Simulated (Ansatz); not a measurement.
The system is WF.

```
W F
1.0
     1.36589    0.78860    5.06960
    -1.36589    0.78860    5.06960
     0.00000   -1.57719    5.06960
W F
1 1
Direct
  0.81412 0.81412 0.81412
  0.93712 0.93712 0.93712
```

The cell was built by a generator and needn't be a form met in nature.

Base run:

| Property | Result |
| --- | --- |
| Program | Ansatz 0.2.0 |
| Functional | BLYP |
| Potentials or basis | Ansatz PAW |
| Cutoff | 420 eV (not typed: the program's choice for these potentials) |
| k mesh | 11 × 11 × 11 |
| Occupations | fermi-dirac, width 0.05 eV |
| Spin | no spin polarisation |

Its results: band gap on the k mesh none (metal or under the smearing width); pressure 5.9 GPa; largest force 0.484 eV/Å.

Task: The run is repeated on the same cell with these changes: functional from BLYP to PBEsol. What comes out?

Result: Band gap on the k mesh none (metal or under the smearing width); pressure -4.9 GPa; largest force 0.449 eV/Å.

PBEsol binds more tightly than BLYP, so the same cell stands under less pressure.

Caveats: spin-orbit coupling is left out, which moves the levels of the heavy elements; an odd number of electrons without spin polarisation forces a metal; a magnetic or distorted state may lie lower; the PAW data sets come from PBE, with cores solved anew for the run's functional, which leaves a small shift of forces and pressure.
